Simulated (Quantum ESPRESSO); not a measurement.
Crystal: Hf6Pt.

```xyz
7
Lattice="0.0000 4.1238 4.1238 4.1238 0.0000 4.1238 4.1238 4.1238 0.0000" Properties=species:S:1:pos:R:3 pbc="T T T"
Hf    2.0619    2.0619    4.1238
Hf    2.0619    4.1238    2.0619
Hf    2.0619    2.0619    0.0000
Hf    2.0619    0.0000    2.0619
Hf    4.1238    2.0619    2.0619
Hf    0.0000    2.0619    2.0619
Pt    0.0000    0.0000    0.0000
```

The cell was built by a generator and needn't be a form met in nature.

Base run:

| Property | Result |
| --- | --- |
| Program | Quantum ESPRESSO 7.5 |
| Functional | PBE |
| Potentials or basis | SSSP 1.3 efficiency PBE |
| Cutoff | 816 eV |
| Density cutoff | 5987 eV |
| k mesh | 6 × 6 × 6 |
| Occupations | fermi-dirac, width 0.05 eV |
| Spin | no spin polarisation |

Its results: band gap on the k mesh none (metal or under the smearing width); pressure 16.1 GPa.

Question: The run is repeated on the same cell with these changes: functional from PBE to SOGGA; potentials or basis from SSSP 1.3 efficiency PBE to PseudoDojo 0.4.1 SR PBE standard; cutoff from 816 eV to 1143 eV; density cutoff from 5987 eV to 4572 eV; valence electrons from 88 to 90. What comes out?

Answer: Band gap on the k mesh none (metal or under the smearing width); pressure 10.1 GPa.

Caveats: so large a pressure means that the cell lies far from this level's equilibrium, or that cutoff or potentials fall short (some runs); the potentials were made for another functional, which shifts forces and pressure (some runs); SOGGA exchange is joined with the correlation of PBE here (some runs).

Not every run made on this cell is shown here.
